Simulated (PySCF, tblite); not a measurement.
# C7H7BrNP: geometry, infrared bands and NMR shifts

Wanted: the infrared bands and NMR shifts of C7H7BrNP (`Brc1cpcc(C2CC2)n1`), by calculation.

The runs use tblite 0.8.0 and PySCF 2.14.0, with density-fitted response routines of our own; the level of theory stands in each step. All values are computed, except where a source is named. Atoms count from 0, in the outputs and in this text.

## Step 1: The molecule as given

17 atoms, charge 0, multiplicity 1; geometry from: force field or distance geometry start.

Bonds of the start (Å): Br0–C1 1.92, C1–C2 1.39, C2–P3 1.84, P3–C4 1.84, C4–C5 1.39, C5–C6 1.51, C6–C7 1.50, C7–C8 1.49, C5–N9 1.37, N9–C1 1.36, C8–C6 1.51, C2–H10 1.07, C4–H11 1.09, C6–H12 1.10, C7–H13 1.09, C7–H14 1.08, C8–H15 1.08, C8–H16 1.09.

## Step 2: Optimising the geometry with GFN2-xTB

What the job is given:

```
{"job": {"kind": "relax", "xc": "GFN2-xTB", "basis": "xTB"}, "charge": 0, "multiplicity": 1}
Br     3.205500     1.690900     1.842800
C      2.294900     0.514000     0.628100
C      3.102000    -0.126300    -0.307800
P      2.379000    -1.283400    -1.547900
C      0.623300    -1.196600    -0.993200
C      0.168200    -0.396500     0.050500
C     -1.306400    -0.416600     0.391100
C     -2.316500     0.126100    -0.582600
C     -2.032800     0.870800     0.678400
N      0.953300     0.403100     0.837800
H      4.158400     0.051000    -0.359300
H     -0.088200    -1.806800    -1.551700
H     -1.623500    -1.270000     1.005700
H     -3.269600    -0.393300    -0.669500
H     -1.980500     0.568700    -1.514400
H     -1.488100     1.806100     0.618400
H     -2.785900     0.870800     1.463700
```

Command:

```console
OMP_NUM_THREADS=1 python probes_run.py task.json out
```

One launch serves the whole session: the jobs run in the order shown.

Standard output:

```text
step      E/eV     max force
  0    -762.34738    3.327
  1    -762.65968    1.629
  2    -762.75886    0.860
  3    -762.78689    0.462
  4    -762.80735    0.392
  5    -762.81653    0.338
  6    -762.83128    0.232
  7    -762.83586    0.145
  8    -762.83854    0.109
  9    -762.83988    0.112
 10    -762.84176    0.130
 11    -762.84347    0.092
 12    -762.84459    0.059
 13    -762.84509    0.053
 14    -762.84543    0.048
 15    -762.84576    0.054
 16    -762.84605    0.054
 17    -762.84627    0.038
 18    -762.84648    0.039
 19    -762.84669    0.040
 20    -762.84687    0.028
 21    -762.84700    0.024
 22    -762.84712    0.029
 23    -762.84727    0.033
 24    -762.84745    0.031
 25    -762.84763    0.034
 26    -762.84779    0.036
 27    -762.84795    0.038
 28    -762.84812    0.031
 29    -762.84827    0.033
 30    -762.84842    0.031
 31    -762.84856    0.034
 32    -762.84870    0.031
 33    -762.84887    0.035
 34    -762.84907    0.037
 35    -762.84932    0.058
 36    -762.84960    0.062
 37    -762.84985    0.038
 38    -762.85005    0.044
 39    -762.85025    0.053
 40    -762.85052    0.059
 41    -762.85087    0.063
 42    -762.85120    0.043
 43    -762.85151    0.051
 44    -762.85184    0.067
 45    -762.85232    0.070
 46    -762.85303    0.071
 47    -762.85396    0.085
 48    -762.85514    0.102
 49    -762.85692    0.121
 50    -762.86001    0.207
 51    -762.86482    0.247
 52    -762.86968    0.223
 53    -762.83172    0.675
 54    -762.87719    0.228
 55    -762.87840    0.162
 56    -762.88256    0.173
 57    -762.88610    0.189
 58    -762.89025    0.156
 59    -762.89640    0.143
 60    -762.90054    0.120
 61    -762.90457    0.198
 62    -762.90806    0.181
 63    -762.91170    0.146
 64    -762.91393    0.128
 65    -762.91613    0.123
 66    -762.91687    0.212
 67    -762.92145    0.187
 68    -762.92488    0.154
 69    -762.93462    0.175
 70    -762.93872    0.178
 71    -762.94660    0.228
 72    -762.95256    0.163
 73    -762.95508    0.226
 74    -762.96127    0.178
 75    -762.96533    0.123
 76    -762.96989    0.141
 77    -762.97240    0.118
 78    -762.97527    0.125
 79    -762.97716    0.108
 80    -762.97856    0.115
 81    -762.97988    0.077
 82    -762.98077    0.054
 83    -762.98111    0.041
 84    -762.98139    0.042
 85    -762.98176    0.052
 86    -762.98233    0.060
 87    -762.98285    0.060
 88    -762.98335    0.060
 89    -762.98384    0.068
 90    -762.98436    0.057
 91    -762.98492    0.050
 92    -762.98546    0.049
 93    -762.98622    0.062
 94    -762.98735    0.067
 95    -762.98877    0.081
 96    -762.98991    0.087
 97    -762.99064    0.078
 98    -762.99114    0.054
 99    -762.99152    0.046
100    -762.99190    0.038
101    -762.99217    0.032
102    -762.99233    0.029
103    -762.99241    0.019
104    -762.99246    0.013
105    -762.99251    0.014
106    -762.99255    0.016
107    -762.99260    0.016
108    -762.99265    0.016
109    -762.99271    0.018
110    -762.99278    0.019
111    -762.99284    0.019
112    -762.99288    0.015
113    -762.99292    0.013
114    -762.99296    0.014
115    -762.99299    0.013
116    -762.99301    0.012
117    -762.99303    0.008
```

It took 1.1 s on 1 thread of Arm Neoverse V1, shared host.

Along the way: (not every step is listed)

| step | energy from step 0 (eV) | largest force (eV/Å) |
| --- | --- | --- |
| 0 | 0.0000 | 3.3272 |
| 1 | -0.3123 | 1.6291 |
| 2 | -0.4115 | 0.8599 |
| 3 | -0.4395 | 0.4618 |
| 4 | -0.4600 | 0.3916 |
| 5 | -0.4691 | 0.3378 |
| 6 | -0.4839 | 0.2316 |
| 7 | -0.4885 | 0.1451 |
| 8 | -0.4912 | 0.1095 |
| 18 | -0.4991 | 0.0385 |
| 28 | -0.5007 | 0.0306 |
| 38 | -0.5027 | 0.0443 |
| 48 | -0.5078 | 0.1018 |
| 58 | -0.5429 | 0.1560 |
| 68 | -0.5775 | 0.1538 |
| 78 | -0.6279 | 0.1247 |
| 88 | -0.6360 | 0.0602 |
| 98 | -0.6438 | 0.0542 |
| 108 | -0.6453 | 0.0156 |
| 112 | -0.6455 | 0.0152 |
| 113 | -0.6455 | 0.0130 |
| 114 | -0.6456 | 0.0144 |
| 115 | -0.6456 | 0.0130 |
| 116 | -0.6456 | 0.0117 |
| 117 | -0.6456 | 0.0081 |

Close pairs (by a distance rule), those that changed most:

```csv
bond,before (Å),after (Å),change (Å)
P3–C4,1.843,1.731,-0.112
C2–P3,1.844,1.736,-0.108
C1–N9,1.362,1.304,-0.058
C5–C6,1.514,1.472,-0.042
C5–N9,1.370,1.330,-0.040
C1–C2,1.392,1.376,-0.016
C6–H12,1.098,1.083,-0.016
C7–H13,1.089,1.079,-0.010
```

The next job starts from the end point, and lists it.

## Step 3: Harmonic vibrations with GFN2-xTB

What the job is given:

```
{"job": {"kind": "ir", "xc": "GFN2-xTB", "basis": "xTB"}, "charge": 0, "multiplicity": 1}
Br     2.683850     2.514030     0.537853
C      2.034637     0.754741     0.080097
C      2.961997    -0.205560    -0.252826
P      2.482246    -1.819638    -0.675868
C      0.766046    -1.655505    -0.517392
C      0.112114    -0.486666    -0.144215
C     -1.355706    -0.456226    -0.039096
C     -2.083407     0.814263    -0.410380
C     -1.991565     0.415515     1.017736
N      0.735831     0.653479     0.136312
H      4.013621     0.043027    -0.250108
H      0.165195    -2.531094    -0.725969
H     -1.839716    -1.397060    -0.268198
H     -3.027712     0.719224    -0.923836
H     -1.473023     1.640006    -0.740653
H     -1.320395     0.973371     1.651488
H     -2.871011     0.036123     1.515147
```

Standard output:

```text
mode    cm-1     km/mol
  1      48.3      0.21
  2     106.4      0.35
  3     113.3      0.47
  4     125.2      0.01
  5     242.9      0.46
  6     249.0      2.22
  7     254.5      0.71
  8     301.9      0.33
  9     358.9      0.17
 10     436.1      4.38
 11     543.7      6.91
 12     556.5      4.31
 13     670.3      8.85
 14     757.4     29.96
 15     772.9     11.68
 16     804.2      7.93
 17     812.8      0.03
 18     867.6      2.55
 19     885.2     16.17
 20     892.2     13.49
 21     927.0      5.03
 22     943.8      0.01
 23    1037.2     28.68
 24    1041.8     19.98
 25    1069.6     22.72
 26    1073.0      0.91
 27    1086.5      0.66
 28    1147.2     37.07
 29    1154.9      0.19
 30    1160.7     24.36
 31    1246.8     15.58
 32    1280.2     86.70
 33    1339.0     21.38
 34    1399.8     63.71
 35    1414.9      0.65
 36    1445.5    194.66
 37    1472.8      7.92
 38    1537.3    212.08
 39    3049.6      0.74
 40    3056.1     32.12
 41    3069.7      6.13
 42    3090.6     21.61
 43    3092.3     20.11
 44    3107.1      2.60
 45    3122.9     44.90
```

It took 0.81 s on 1 thread of Arm Neoverse V1, shared host.

Which atoms move in the most intense modes:

```
cm⁻¹  km/mol                                   atoms
 757    30.0                                 C1 44 %
1147    37.1                       H10 45 %, N9 13 %
1280    86.7     C2 26 %, C5 16 %, H10 15 %, C1 11 %
1400    63.7               C5 25 %, C6 25 %, C1 12 %
1446   194.7                        C5 40 %, N9 37 %
1537   212.1      C1 43 %, C5 17 %, C4 13 %, N9 12 %
3056    32.1                      H12 75 %, H11 16 %
3123    44.9  H15 33 %, H14 30 %, H13 13 %, H16 12 %
```

## Step 4: NMR shieldings: PBE0/pcSseg-1

Settings changed since step 3:

```diff
@@ -1,2 +1,2 @@
-{"job": {"kind": "ir", "xc": "GFN2-xTB", "basis": "xTB"}, "charge": 0, "multiplicity": 1}
+{"job": {"kind": "nmr", "xc": "PBE0", "basis": "pcSseg-1"}, "charge": 0, "multiplicity": 1}
 Br     2.683850     2.514030     0.537853
```

Method: GIAO PBE0/pcSseg-1 NMR shielding, non-relativistic, gas phase.

Standard output:

```text
coarse grid: 72432 points
cycle   1  E = -3239.9797108941  dE =  6.300e-01  |g| = 8.054e-01  |ddm| = 4.293e+00
cycle   2  E = -3239.9465865943  dE =  3.312e-02  |g| = 6.873e-01  |ddm| = 9.975e-01
cycle   3  E = -3240.0245468457  dE = -7.796e-02  |g| = 2.542e-01  |ddm| = 7.887e-01
cycle   4  E = -3240.0381706409  dE = -1.362e-02  |g| = 9.004e-02  |ddm| = 3.010e-01
cycle   5  E = -3240.0400696498  dE = -1.899e-03  |g| = 2.386e-02  |ddm| = 1.054e-01
cycle   6  E = -3240.0402069338  dE = -1.373e-04  |g| = 5.278e-03  |ddm| = 2.571e-02
cycle   7  E = -3240.0402132656  dE = -6.332e-06  |g| = 1.943e-03  |ddm| = 6.817e-03
final grid: 152056 points
cycle   8  E = -3240.0402093418  dE =  2.033e-06  |g| = 3.434e-03  |ddm| = 5.822e-03
cycle   9  E = -3240.0402005951  dE =  8.747e-06  |g| = 6.719e-03  |ddm| = 1.033e-02
cycle  10  E = -3240.0402122662  dE = -1.167e-05  |g| = 5.732e-04  |ddm| = 7.130e-03
cycle  11  E = -3240.0402123505  dE = -8.431e-08  |g| = 6.430e-05  |ddm| = 5.441e-04
cycle  12  E = -3240.0402123512  dE = -7.549e-10  |g| = 1.894e-05  |ddm| = 7.161e-05
converged SCF energy = -3240.0402123512

GIAO shielding tensors (ppm)
atom      isotropic    diamagn.    paramagn.     s11        s22        s33       span
  0 Br    1711.491    3121.962   -1410.471    933.035   1301.255   2900.184   1967.149
  1 C       16.784     246.556    -229.771    -68.087     45.222     73.218    141.304
  2 C       32.394     262.599    -230.205   -121.412     59.657    158.937    280.350
  3 P       35.130     965.766    -930.636   -308.474    -87.206    501.071    809.545
  4 C       35.772     259.886    -224.114   -127.139     60.648    173.807    300.946
  5 C       12.570     250.636    -238.065    -78.866    -21.663    138.241    217.107
  6 C      163.481     249.983     -86.502    131.464    139.339    219.639     88.175
  7 C      169.747     252.234     -82.487    133.983    174.100    201.159     67.176
  8 C      169.859     252.234     -82.375    134.323    174.070    201.183     66.860
  9 N      -74.849     337.282    -412.131   -348.561   -126.963    250.978    599.540
 10 H       22.977      29.734      -6.757     19.499     19.577     29.854     10.355
 11 H       23.065      31.970      -8.905     18.972     21.120     29.102     10.129
 12 H       29.907      32.828      -2.921     21.998     28.909     38.814     16.816
 13 H       30.614      29.941       0.673     24.587     26.363     40.891     16.304
 14 H       30.426      31.294      -0.868     23.791     29.165     38.323     14.532
 15 H       30.414      31.290      -0.876     23.779     29.136     38.327     14.549
 16 H       30.616      29.938       0.678     24.579     26.370     40.900     16.321
```

It took 64 s on 1 thread of Arm Neoverse V1, shared host; peak memory 1.1 GiB.

Shifts follow as δ = σ(reference) − σ, with reference shieldings (ppm) from runs at the same level and on the same kind of geometry: 1H TMS 31.72, 13C TMS 186.9, 15N NH3 267.7, 31P H3PO4 318.4, 79Br HBr 2622. The references are single molecules in the gas phase, so shifts against H2O, NH3, PH3, H3PO4 or CFCl3 are not on the usual liquid scales and can be off by tens of ppm. Atoms listed in one row are averaged.

| atoms | environment | σ (ppm) | δ (ppm) | δ scaled to CDCl3 |
| --- | --- | --- | --- | --- |
| C5 | substituted aromatic carbon next to a ring nitrogen | 12.6 | 174.4 | 168.3 |
| C1 | aromatic carbon bearing bromine | 16.8 | 170.1 | 149.3 |
| C2 | aromatic CH | 32.4 | 154.5 | 148.9 |
| C4 | aromatic CH | 35.8 | 151.2 | 145.6 |
| C6 | three-membered-ring carbon | 163.5 | 23.4 | 21.0 |
| C7, C8 | three-membered-ring carbon | 169.8 | 17.1 | 14.8 |
| H10 | hydrogen on an aromatic CH | 22.98 | 8.74 | 8.35 |
| H11 | hydrogen on an aromatic CH | 23.06 | 8.65 | 8.26 |
| H12 | hydrogen on a three-membered-ring carbon | 29.91 | 1.81 | 1.81 |
| H14, H15 | hydrogen on a three-membered-ring carbon | 30.42 | 1.30 | 1.33 |
| H13, H16 | hydrogen on a three-membered-ring carbon | 30.62 | 1.10 | 1.14 |
| Br0 | bromine bonded to C | 1711 | 911 | – |
| P3 | phosphorus bonded to 2 C, in a 6-membered ring | 35.1 | 283.2 | – |
| N9 | pyridine-type ring nitrogen | -74.8 | 342.6 | – |

The scaled column applies a straight-line fit of computed shieldings to shifts measured in CDCl3, with any fitted terms for Cl, Br or S neighbours (root-mean-square error 0.16 ppm for H, 1.9 ppm for C).

Charges from the same density, by scheme (e):

```csv
atoms,Mulliken,IAO,Hirshfeld,ESP fit
Br0,-0.11,-0.02,-0.05,-0.06
C1,0.15,0.10,0.07,-0.20
C2,-0.32,-0.43,-0.13,0.14
P3,0.55,0.45,0.15,-0.09
C4,-0.37,-0.43,-0.12,-0.16
C5,0.23,0.17,0.08,0.39
C6,-0.28,-0.15,-0.05,-0.43
"C7, C8",-0.16,-0.28,-0.08,-0.24
N9,-0.47,-0.29,-0.13,-0.07
```

Mayer bond orders: Br0–C1 1.02, C1–C2 1.32, C2–P3 1.31, P3–C4 1.34, C4–C5 1.34, C5–C6 1.00, C6–C7 0.93, C7–C8 0.98, C5–N9 1.42, N9–C1 1.54, C8–C6 0.93.

Ring of atoms C1, C2, P3, C4, C5, N9: NICS(0) -6.2, NICS(1) -9.6, NICS(1)zz -21.8 ppm (means of both faces).

Ring of atoms C6, C7, C8: NICS(0) -43.6, NICS(1) -7.8, NICS(1)zz -24.6 ppm (means of both faces).

In rings of three or four atoms NICS is ruled by the nearby σ bonds, so it says little on aromaticity.

Orbitals, density, ELF and potential are computed afterwards from the orbital file.

Frontier orbitals at PBE0/pcSseg-1, with the share of their density that lies nearest to each atom:

```
orbital  energy (eV)                                                      lies on
   HOMO        -7.41  Br0 27 %; C2, C4 about 17 % each; C1, C5, C6 about 7 % each
   LUMO        -2.31                     P3 45 %; N9 16 %; C2, C4 about 10 % each
```

ELF in a plane through or near 11 of the atoms.

Ten even steps from '0' (0.00) to '9' (1.00):
```
0000000000000000000000000000
0000000000100000000000000000
0000001234542000000000000000
0000046766876000000000000000
0000168455686000000000000000
0000178466572000000000000000
0000026744510440001100000000
0000000157547980015520000000
0003998473183860159830000000
0007999148466832367610000000
0001787245015638233100000000
0000003875348456154000000000
0000036072933623999400000000
0000389261844840999700000000
0000399986259990177100000000
0000189995039990000000000000
0000025751005850000000000000
0000000000000000000000000000
0000000000000000000000000000
0000000000000000000000000000
```
The map spans 13.2 Å across and 10.8 Å up, centred on the molecule. Atoms in the plane (x, y in Å): Br0 (-2.4, 2.8), C1 (-2.0, 0.9), C2 (-3.0, 0.0), P3 (-2.7, -1.7), C4 (-0.9, -1.7), C5 (-0.2, -0.5), C6 (1.3, -0.6), N9 (-0.7, 0.7), H10 (-4.0, 0.3), H11 (-0.4, -2.6), H12 (1.7, -1.6).

On the surface of density 0.002 e/bohr³ the electrostatic potential runs, from the 1st to the 99th percentile, from -1.04 V near N9 to 1.18 V near H11.

## Step 5: Results

| quantity | value |
| --- | --- |
| strongest single infrared mode (GFN2-xTB) | 1537 cm⁻¹, 212 km/mol |
| zero-point energy (GFN2-xTB) | 76.0 kcal/mol |
| 13C shifts against TMS (PBE0/pcSseg-1, means over atoms taken as alike) | 174.4, 170.1, 154.5, 151.2, 23.4, 17.1 ppm |
| 1H shifts against TMS (PBE0/pcSseg-1, means over atoms taken as alike) | 8.74, 8.65, 1.81, 1.30, 1.10 ppm |
| 79Br shifts against HBr (PBE0/pcSseg-1) | 911 ppm |
| 31P shifts against H3PO4 (PBE0/pcSseg-1) | 283.2 ppm |
| 15N shifts against NH3 (PBE0/pcSseg-1) | 342.6 ppm |
| surface potential, 1st and 99th percentile | -1.04 V and 1.18 V |

**Reading.** Over 117 steps the energy fell by 0.646 eV; of the close pairs, P3–C4 changed most, 1.843 to 1.731 Å. No mode is imaginary among the 45: a minimum at this level. The strongest single mode, at 1537 cm⁻¹, is spread over several atoms, C1, C5, C4, N9 among them. Unscaled tight-binding wavenumbers are off by several per cent, some by more. Its intensities can rank the bands wrongly. C1 stands next to heavy halogen, whose spin-orbit shielding this run leaves out, so the computed shift lies too far downfield, most of all for carbon beside Br or I. At PBE0/pcSseg-1: Shielding is most anisotropic at Br0 (span 1967 ppm, paramagnetic term -1410 ppm). NICS(1)zz of -22 ppm above the planar ring from C1 marks a diatropic (aromatic) ring current. By nearest atom (PBE0/pcSseg-1), the HOMO sits on Br0 27 %; C2, C4 about 17 % each and the LUMO on P3 45 %; N9 16 %. Spin-orbit coupling is left out, which matters for shieldings and couplings at and beside the heavy atoms.
